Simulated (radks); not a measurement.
**Ga²⁺ in [Ar] 3d10 4f1: an all-electron calculation**

An exercise on one series of results from a longer session: the logs are not shown, and one member is left open.

Method: scalar-relativistic Kohn-Sham, r2SCAN, spin-polarised, spherical densities, finite nucleus; open shells are filled with parallel spins first. Code: radks (a radial shooting solver on a logarithmic mesh, Libxc functionals) version 1.

## The atom as given

| Property | Result |
| --- | --- |
| element | gallium (Z = 31) |
| charge | +2 |
| electrons | 29 |
| configuration | [Ar] 3d10 4f1 |
| nuclear rms radius | 3.9973 fm |

The outer shells:

Ga²⁺
```
[Ar] core
3d [↑↓][↑↓][↑↓][↑↓][↑↓]
4f [↑ ][  ][  ][  ][  ][  ][  ]
```

Set-up of the first run:

Input:

```text
Z 31
configuration [Ar] 3d10 4f1
relativity scalar-relativistic
functional r2scan,r2scan
spin polarised
nucleus finite rms 3.9973 fm
c 137.035999084
```

One table of the session follows, with a row left open; its other results are not shown here.

It belongs to the step «Radial structure». Radial moments (bohr):

```
  level      <r>  outermost maximum (interpolated)  90 % within  nodes
1s down  0.04861                            0.0318       0.0869      0
  1s up  0.04861                            0.0318       0.0869      0
2s down   0.2175                             0.182        0.337      1
  2s up   0.2175                             0.182        0.337      1
2p down   0.1907                             0.146        0.311      0
  2p up   0.1907                             0.146        0.311      0
3s down   0.6513                             0.564        0.975      2
  3s up   0.6513                             0.564        0.975      2
3p down   0.6785                             0.567         1.04      1
  3p up   0.6785                             0.567         1.04      1
  3d up   0.7843                             0.536         1.33      0
3d down   0.7836                             0.536         1.33      0
  4f up        ?                                 ?            ?      ?
```

Estimate the missing values for 4f up.

**Answer.** <r>: 5.966; outermost maximum (interpolated): 5.35; 90 % within: 8.61; nodes: 0. In the column «<r>» it is the highest.
